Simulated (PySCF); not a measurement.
# GeH₁₀O₂Si₃: a tour of settings

Which settings matter for GeH₁₀O₂Si₃ (`O[Si@H]([GeH3])[SiH2]O[SiH3]`), and how do bad ones show?

Programs: PySCF 2.14.0, with density-fitted response routines of our own. Each step states its level of theory. These are calculated values for one molecule in the gas phase, unless marked as measured. Atoms are numbered from 0 throughout.

**1. The molecule as given**

16 atoms, charge 0, multiplicity 1; geometry from: GFN2-xTB.

Bonds of the start (Å): O0–Si1 1.64, Si1–Ge2 2.34, Si1–Si3 2.31, Si3–O4 1.62, O4–Si5 1.62, O0–H6 0.95, Si1–H7 1.48, Ge2–H8 1.50, Ge2–H9 1.50, Ge2–H10 1.51, Si3–H11 1.47, Si3–H12 1.47, Si5–H13 1.46, Si5–H14 1.46, Si5–H15 1.46.

**2. Shielding tensors: PBE0/pcSseg-1**

Job settings and geometry (Å):

```
{"job": {"kind": "nmr", "xc": "PBE0", "basis": "pcSseg-1"}, "charge": 0, "multiplicity": 1}
O     -2.032863     2.101162    -0.513033
Si    -1.267999     0.736889    -0.990005
Ge    -2.206723    -0.822899     0.483224
Si     1.029756     0.918949    -0.912016
O      1.484631    -0.233896     0.138383
Si     2.481429    -1.105429     1.072377
H     -1.914662     2.944928    -0.939584
H     -1.715375     0.446890    -2.369601
H     -2.782156    -0.273333     1.757115
H     -1.251103    -1.872742     0.971291
H     -3.338304    -1.659305    -0.055370
H      1.587650     2.190223    -0.421133
H      1.727230     0.634973    -2.173776
H      3.398123    -1.821580     0.186592
H      1.588232    -1.994261     1.808778
H      3.204535    -0.181626     1.945346
```

Level: GIAO PBE0/pcSseg-1 NMR shielding, non-relativistic, gas phase.

Started as:

```
OMP_NUM_THREADS=1 python probes_run.py task.json out
```

The driver reads the jobs from task.json and runs them one after another.

Standard output:

```text
coarse grid: 61736 points
cycle   1  E = -3100.7500762980  dE = -1.665e-01  |g| = 1.314e+00  |ddm| = 3.740e+00
cycle   2  E = -3100.3700833852  dE =  3.800e-01  |g| = 1.889e+00  |ddm| = 2.479e+00
cycle   3  E = -3100.9580882422  dE = -5.880e-01  |g| = 2.529e-01  |ddm| = 1.927e+00
cycle   4  E = -3100.9678903437  dE = -9.802e-03  |g| = 7.699e-02  |ddm| = 2.109e-01
cycle   5  E = -3100.9683813916  dE = -4.910e-04  |g| = 1.497e-02  |ddm| = 5.403e-02
cycle   6  E = -3100.9684135968  dE = -3.221e-05  |g| = 6.386e-03  |ddm| = 1.720e-02
cycle   7  E = -3100.9684201091  dE = -6.512e-06  |g| = 1.212e-03  |ddm| = 5.613e-03
final grid: 124952 points
cycle   8  E = -3100.9683992125  dE =  1.300e-07  |g| = 1.635e-03  |ddm| = 2.907e-03
cycle   9  E = -3100.9683986523  dE =  5.602e-07  |g| = 2.482e-03  |ddm| = 3.337e-03
cycle  10  E = -3100.9683996583  dE = -1.006e-06  |g| = 1.585e-04  |ddm| = 1.993e-03
cycle  11  E = -3100.9683996629  dE = -4.537e-09  |g| = 3.567e-05  |ddm| = 1.596e-04
cycle  12  E = -3100.9683996630  dE = -1.291e-10  |g| = 3.933e-06  |ddm| = 2.522e-05
converged SCF energy = -3100.9683996630

GIAO shielding tensors (ppm)
atom      isotropic    diamagn.    paramagn.     s11        s22        s33       span
  0 O      341.434     384.147     -42.714    276.282    345.107    402.912    126.631
  1 Si     351.949     878.317    -526.367    268.901    335.796    451.150    182.249
  2 Ge    1707.788    2758.639   -1050.852   1640.757   1724.397   1758.208    117.450
  3 Si     379.245     880.175    -500.930    319.871    355.779    462.083    142.212
  4 O      348.250     400.149     -51.899    248.909    390.291    405.551    156.642
  5 Si     388.899     880.327    -491.428    349.203    355.234    462.260    113.057
  6 H       31.709      30.047       1.662     22.854     25.562     46.712     23.858
  7 H       25.542      28.578      -3.036     22.861     24.186     29.578      6.717
  8 H       28.327      30.148      -1.821     22.101     22.629     40.252     18.150
  9 H       28.456      31.599      -3.143     21.022     24.254     40.091     19.069
 10 H       28.259      29.389      -1.130     21.801     22.441     40.535     18.734
 11 H       26.086      29.479      -3.393     22.714     25.000     30.545      7.831
 12 H       26.272      29.040      -2.768     22.595     25.114     31.107      8.512
 13 H       26.659      28.740      -2.081     23.247     24.789     31.940      8.693
 14 H       26.508      30.257      -3.749     22.147     26.585     30.792      8.645
 15 H       26.605      29.001      -2.396     23.298     24.774     31.744      8.447
```

Run time: 2 min. Hardware: 1 thread, shared host.

The references, computed at this level on geometries of the same kind, shield at (ppm): ¹H TMS 31.72, ²⁹Si TMS 349.2, ¹⁷O H2O 336.1, ⁷³Ge GeMe4 1331. Their shielding less the atom's gives the shift. The references are single molecules in the gas phase, so shifts against H2O, NH3, PH3, H3PO4 or CFCl3 are not on the usual liquid scales and can be off by tens of ppm. Atoms listed in one row are averaged.

| atoms | environment | σ (ppm) | δ (ppm) |
| --- | --- | --- | --- |
| H7 | hydrogen on a silicon bonded to Ge, O, Si | 25.54 | 6.17 |
| H11 | hydrogen on a silicon bonded to O, Si | 26.09 | 5.63 |
| H12 | hydrogen on a silicon bonded to O, Si | 26.27 | 5.45 |
| H13, H14, H15 | hydrogen on a silicon bonded to O | 26.59 | 5.13 |
| H8, H9, H10 | hydrogen on a germanium bonded to Si | 28.35 | 3.37 |
| H6 | hydrogen on an oxygen bonded to Si | 31.71 | 0.01 |
| O0 | oxygen bonded to Si, H | 341.4 | -5.4 |
| O4 | oxygen bonded to 2 Si | 348.2 | -12.2 |
| Si1 | silicon bonded to Ge, O, Si, H | 351.9 | -2.8 |
| Si3 | silicon bonded to O, Si, 2 H | 379.2 | -30.1 |
| Si5 | silicon bonded to O, 3 H | 388.9 | -39.7 |
| Ge2 | germanium bonded to Si, 3 H | 1708 | -377 |

Charges from the same density, by scheme (e):

| atoms | Mulliken | IAO | Hirshfeld | ESP fit |
| --- | --- | --- | --- | --- |
| O0 | -0.56 | -0.79 | -0.31 | -0.68 |
| Si1 | 0.56 | 0.61 | 0.26 | 0.44 |
| Ge2 | -0.19 | 0.18 | 0.20 | 0.11 |
| Si3 | 0.60 | 0.71 | 0.31 | 0.34 |
| O4 | -0.74 | -0.89 | -0.30 | -0.37 |
| Si5 | 0.74 | 0.89 | 0.39 | 0.58 |

Mayer bond orders: O0–Si1 0.99, Si1–Ge2 0.86, Si1–Si3 0.86, Si3–O4 0.91, O4–Si5 0.92.

The fields below are evaluated on a grid from the run's orbitals.

Frontier orbitals at PBE0/pcSseg-1, with the share of their density that lies nearest to each atom:

| orbital | energy (eV) | lies on |
| --- | --- | --- |
| HOMO | -7.65 | Si1, Si3 about 20 % each; O0, O4 about 13 % each; H12 8 % |
| LUMO | -1.15 | Si1 21 %; Si3 15 %; H7, H11 about 9 % each |

ELF in a plane through or near 7 of the atoms.

Ten even steps from ' ' (0.00) to '@' (1.00):
```
                                                        
                                                        
                                                        
                      ......                            
                    ..--++--..                          
                    ::++==::::--..      ..              
                    ..  ##==--%%==::----::..            
                  ::==..##**++@@--..==**==::..          
          ......==##%%%%::::@@@@--%%..++==::            
        ::====..--%%..::**..--**..::..::..              
      ..--**--==..**%%%%**    ++%%%%%%==..              
        --++..%%==..--==::    ==++--==++::              
          ..::++%%@@==    ..++++--##++..--..            
          ..++@@@@@@@@..  %%@@%%--++**..++--..          
            **@@@@@@@@  ::@@@@@@==....++**==..          
            ==@@@@@@**  ::@@@@@@**::--==++--..          
              --++==      ##@@%%::    ....              
                            ....                        
                                                        
                                                        
```
The map spans 12.6 Å across and 10.1 Å up, centred on the molecule. Atoms in the plane (x, y in Å): Si1 (1.6, 0.7), Ge2 (1.8, -1.6), Si3 (-0.5, 1.6), O4 (-1.5, 0.3), Si5 (-2.9, -0.6), H9 (0.5, -2.4), H14 (-2.4, -2.0).

On the surface of density 0.002 e/bohr³ the electrostatic potential runs, from the 1st to the 99th percentile, from -1.12 V near O0 to 2.21 V near H6.

**3. TDDFT and polarisability: PBE0/def2-SVPD**

The job, as its differences from that of step 2:

```diff
@@ -1,2 +1,2 @@
-{"job": {"kind": "nmr", "xc": "PBE0", "basis": "pcSseg-1"}, "charge": 0, "multiplicity": 1}
+{"job": {"kind": "uv", "xc": "PBE0", "basis": "def2-SVPD", "nstates": 6, "ntriplets": 2}, "charge": 0, "multiplicity": 1}
 O     -2.032863     2.101162    -0.513033
```

Level: TDDFT PBE0/def2-SVPD, vertical, gas phase, core orbitals frozen in the response.

Standard output:

```text
coarse grid: 61736 points
cycle   1  E = -3100.4109909525  dE = -1.256e-01  |g| = 1.022e+00  |ddm| = 5.121e+00
cycle   2  E = -3100.0158267062  dE =  3.952e-01  |g| = 1.733e+00  |ddm| = 2.776e+00
cycle   3  E = -3100.5949523769  dE = -5.791e-01  |g| = 1.281e-01  |ddm| = 1.885e+00
cycle   4  E = -3100.5974790812  dE = -2.527e-03  |g| = 5.575e-02  |ddm| = 2.574e-01
cycle   5  E = -3100.5978196859  dE = -3.406e-04  |g| = 1.104e-02  |ddm| = 6.747e-02
cycle   6  E = -3100.5978419137  dE = -2.223e-05  |g| = 4.513e-03  |ddm| = 1.625e-02
cycle   7  E = -3100.5978456463  dE = -3.733e-06  |g| = 6.619e-04  |ddm| = 5.650e-03
final grid: 124952 points
cycle   8  E = -3100.5977931048  dE = -2.613e-08  |g| = 8.795e-04  |ddm| = 7.716e-03
cycle   9  E = -3100.5977929101  dE =  1.947e-07  |g| = 1.361e-03  |ddm| = 2.602e-03
cycle  10  E = -3100.5977932516  dE = -3.415e-07  |g| = 1.034e-04  |ddm| = 1.452e-03
cycle  11  E = -3100.5977932537  dE = -2.169e-09  |g| = 1.660e-05  |ddm| = 1.583e-04
cycle  12  E = -3100.5977932538  dE = -3.092e-11  |g| = 3.412e-06  |ddm| = 2.859e-05
converged SCF energy = -3100.5977932538

Static polarisability (au): isotropic 120.358, principal 101.639 121.570 137.865

Singlet excitations
state   eV       nm        f      main configurations
  1   5.1712    239.8   0.03177   H->L 0.97
  2   5.8607    211.6   0.00073   H-1->L 0.61, H->L+1 0.35
  3   5.9739    207.5   0.07905   H->L+1 0.60, H-1->L 0.32
  4   6.2247    199.2   0.00901   H-2->L 0.92
  5   6.6960    185.2   0.03309   H-1->L+1 0.82
  6   6.8730    180.4   0.00413   H-3->L 0.67, H->L+2 0.14

Triplet excitations (Tamm-Dancoff, eV): 4.5729 5.3012
```

Run time: 2.3 min. Hardware: 1 thread, shared host.

The orbitals next to the gap, with their largest atomic shares:

| orbital | eV | atoms |
| --- | --- | --- |
| HOMO−3 | -9.16 | O4 22 %, Si5 17 %, H14 15 % |
| HOMO−2 | -8.60 | O4 34 %, Si3 14 %, Si5 13 % |
| HOMO−1 | -8.33 | Si1 25 %, Ge2 22 %, H7 15 % |
| HOMO | -7.65 | Si1 22 %, Si3 22 %, O0 14 % |
| LUMO | -1.22 | Si1 26 %, Si3 24 %, Ge2 12 % |
| LUMO+1 | -0.53 | Si1 24 %, Si3 20 %, Ge2 15 % |
| LUMO+2 | 0.37 | Si5 24 %, Ge2 15 %, Si3 12 % |

With each of the 6 states as a Gaussian band of 0.4 eV half-width at 1/e, the curve within the window shown has maxima at 237 nm (ε 1,400), 207 nm (ε 3,600) L/(mol cm). Beyond the last state computed it falls off for lack of states. The curve at chosen wavelengths:

```csv
nm,ε (L/mol/cm)
173,420
177,881
181,1364
185,1676
189,1834
193,2069
197,2539
200,2984
204,3455
208,3540
212,3189
216,2584
220,1984
224,1568
228,1377
232,1343
236,1362
240,1344
244,1251
247,1132
251,932
255,718
259,519
263,354
267,230
271,142
```

Leading natural transition orbitals of singlet state 3: the hole lies on Si1, Si3 about 19 % each; O0, O4 about 15 % each; H7, H12 about 8 % each; the particle on Si1 18 %; Si3 13 %; H7, H12 about 9 % each.

Leading natural transition orbitals of singlet state 1: the hole lies on Si1, Si3 about 19 % each; O0 15 %; O4 12 %; the particle on Si1 21 %; Si3 14 %; H6, H7, H11 about 10 % each.

Ground-state properties from the same run:

| property | computed |
| --- | --- |
| dipole moment (D) | 1.82 |
| polarisability (Å³) | 17.84 |
| HOMO–LUMO gap (eV) | 6.42 |
| −ε(HOMO) (eV) | 7.65 |

**4. NMR shieldings: PBE0/pcSseg-1**

The job, as its differences from that of step 3:

```diff
@@ -1,2 +1,2 @@
-{"job": {"kind": "uv", "xc": "PBE0", "basis": "def2-SVPD", "nstates": 6, "ntriplets": 2}, "charge": 0, "multiplicity": 1}
+{"job": {"kind": "nmr", "xc": "PBE0", "basis": "pcSseg-1", "pop": false, "scf": {"max_cycle": 3}}, "charge": 0, "multiplicity": 1}
 O     -2.032863     2.101162    -0.513033
```

With the program's defaults for keys left out, this is: GIAO PBE0/pcSseg-1 NMR shielding, non-relativistic, gas phase.

Standard output:

```text
final grid: 124952 points
cycle   1  E = -3100.7500378471  dE = -1.664e-01  |g| = 1.314e+00  |ddm| = 3.740e+00
cycle   2  E = -3100.3699444026  dE =  3.801e-01  |g| = 1.889e+00  |ddm| = 2.480e+00
cycle   3  E = -3100.9580645744  dE = -5.881e-01  |g| = 2.529e-01  |ddm| = 1.928e+00
SCF not converged, last energy = -3100.9580645744
```

Wall time 18 s (1 thread, shared host).

Why it failed: The cap of 3 cycles ended the SCF at a gradient of 2.5e-01. Cure: raise the cap. Numbers printed on the way are no properties of the molecule.

**5. Indirect couplings: PBE0/pcSseg-0**

The job, as its differences from that of step 4:

```diff
@@ -1,2 +1,2 @@
-{"job": {"kind": "nmr", "xc": "PBE0", "basis": "pcSseg-1", "pop": false, "scf": {"max_cycle": 3}}, "charge": 0, "multiplicity": 1}
+{"job": {"kind": "j", "xc": "PBE0", "basis": "pcSseg-0", "grid": 0, "scf": {"max_cycle": 95}}, "charge": 0, "multiplicity": 5}
 O     -2.032863     2.101162    -0.513033
```

Method: PBE0/pcSseg-0.

Standard output:

```text
NotImplementedError: this response code serves closed shells only; the SCF ended at -3096.90819848 Eh with <S^2> = 6.0060
```

Run time: 12 s. Hardware: 1 thread, shared host.

Diagnosis: The input makes an open shell, and this response code serves closed shells alone. Cure: restore the closed-shell charge and spin, or use an unrestricted response code.

**6. Ultraviolet spectrum: OPBE/def2-SVPD**

The job, as its differences from that of step 5:

```diff
@@ -1,2 +1,2 @@
-{"job": {"kind": "j", "xc": "PBE0", "basis": "pcSseg-0", "grid": 0, "scf": {"max_cycle": 95}}, "charge": 0, "multiplicity": 5}
+{"job": {"kind": "uv", "xc": "OPBE", "basis": "def2-SVPD", "nstates": 3, "ntriplets": 2, "tda": true, "scf": {"damp": 0.9, "max_cycle": 86}}, "charge": 0, "multiplicity": 1}
 O     -2.032863     2.101162    -0.513033
```

Method: TDA OPBE/def2-SVPD, vertical, gas phase, core orbitals frozen in the response.

Standard output:

```text
damping 0.90 in the first 6 cycles
final grid: 124952 points
cycle   1  E = -3101.5390147701  dE = -9.998e-02  |g| = 1.094e+00  |ddm| = 5.617e+00
cycle   2  E = -3101.6430901554  dE = -1.041e-01  |g| = 8.038e-01  |ddm| = 3.382e-01
cycle   3  E = -3101.7005123666  dE = -5.742e-02  |g| = 5.855e-01  |ddm| = 2.578e-01
cycle   4  E = -3101.7313907306  dE = -3.088e-02  |g| = 4.251e-01  |ddm| = 1.929e-01
cycle   5  E = -3101.7477545627  dE = -1.636e-02  |g| = 3.092e-01  |ddm| = 1.437e-01
cycle   6  E = -3101.6960781445  dE =  5.168e-02  |g| = 6.075e-01  |ddm| = 1.085e+00
cycle   7  E = -3101.5048471597  dE =  1.912e-01  |g| = 1.164e+00  |ddm| = 1.786e+00
cycle   8  E = -3101.7671152929  dE = -2.623e-01  |g| = 3.664e-02  |ddm| = 1.216e+00
cycle   9  E = -3101.7672029986  dE = -8.771e-05  |g| = 2.952e-02  |ddm| = 1.076e-01
cycle  10  E = -3101.7673697521  dE = -1.668e-04  |g| = 7.161e-03  |ddm| = 5.128e-02
cycle  11  E = -3101.7673803099  dE = -1.056e-05  |g| = 1.914e-03  |ddm| = 1.046e-02
cycle  12  E = -3101.7673810840  dE = -7.740e-07  |g| = 3.745e-04  |ddm| = 2.933e-03
cycle  13  E = -3101.7673811241  dE = -4.010e-08  |g| = 9.322e-05  |ddm| = 1.069e-03
cycle  14  E = -3101.7673811274  dE = -3.296e-09  |g| = 1.918e-05  |ddm| = 2.741e-04
cycle  15  E = -3101.7673811275  dE = -1.110e-10  |g| = 6.043e-06  |ddm| = 5.250e-05
converged SCF energy = -3101.7673811275

Static polarisability (au): isotropic 122.522, principal 102.163 124.951 140.452

Singlet excitations
state   eV       nm        f      main configurations
  1   4.7588    260.5   0.01856   H->L 0.97
  2   5.3493    231.8   0.00178   H-1->L 0.72, H-2->L 0.25
  3   5.4306    228.3   0.00147   H-2->L 0.47, H->L+1 0.42, H-1->L 0.08

Triplet excitations (Tamm-Dancoff, eV): 4.2700 4.9605
```

Run time: 2.6 min. Hardware: 1 thread, shared host.

Despite heavy damping, the SCF converged in 15 cycles.

This run: HOMO -6.41 eV, LUMO -1.85 eV; lowest singlet 4.76 eV.

**7. Side by side: electronic excitations**

Excitations and ground-state properties, with basis size and wall time:

| run | lowest singlet (eV) | brightest (eV) | f | gap (eV) | α (Å³) | μ (D) | functions | time |
| --- | --- | --- | --- | --- | --- | --- | --- | --- |
| PBE0/def2-SVPD | 5.17 | 5.97 | 0.079 | 6.42 | 17.84 | 1.82 | 236 | 2.3 min |
| OPBE/def2-SVPD | 4.76 | 4.76 | 0.019 | 4.56 | 18.16 | 1.67 | 236 | 2.6 min |

**8. Outcome**

```
                                                              quantity                                            value
¹H shifts against TMS (PBE0/pcSseg-1, means over atoms taken as alike)           6.17, 5.63, 5.45, 5.13, 3.37, 0.01 ppm
                                ¹⁷O shifts against H2O (PBE0/pcSseg-1)                                  -5.4, -12.2 ppm
                               ²⁹Si shifts against TMS (PBE0/pcSseg-1)                           -2.8, -30.1, -39.7 ppm
                             ⁷³Ge shifts against GeMe4 (PBE0/pcSseg-1)                                         -377 ppm
                                 surface potential, 1st and 99th percentile                               -1.12 V and 2.21 V
                                       lowest singlet (PBE0/def2-SVPD)                      5.17 eV (240 nm), f = 0.032
                              brightest single state of those computed                      state 3, 5.97 eV, f = 0.079
                                                        lowest triplet                                          4.57 eV
                                           range of the lowest singlet                                  4.76 to 5.17 eV
                                         property runs in this session  5, of which 2 failed and 0 gave unsound results
```

In words: Single values in the summary come from the first run of each kind that ended normally (PBE0/pcSseg-1; PBE0/def2-SVPD), which need not be the best level. At PBE0/pcSseg-1: Shielding is most anisotropic at Si1 (span 182 ppm, paramagnetic term -526 ppm). By nearest atom (PBE0/pcSseg-1), the HOMO sits on Si1, Si3 about 20 % each; O0, O4 about 13 % each and the LUMO on Si1 21 %; Si3 15 %. The first singlet state (HOMO→LUMO 0.97) lies at 5.17 eV and is weak; of the 6 states computed, the strongest absorption comes from state 3 at 5.97 eV. The lowest triplet lies 0.60 eV below the lowest singlet (triplets in Tamm-Dancoff, singlets in full TDDFT). The lowest singlet runs from 4.76 eV (OPBE/def2-SVPD) to 5.17 eV (PBE0/def2-SVPD), while the orbital gap spans 4.56 to 6.42 eV: the excitation energy moves far less from run to run than the orbital gap does. The lowest state need not be the same one in every run. The runs solved for a few states only, so the brightest column depends on that window. Spin-orbit coupling is left out, which matters for shieldings and couplings at and beside the heavy atoms.
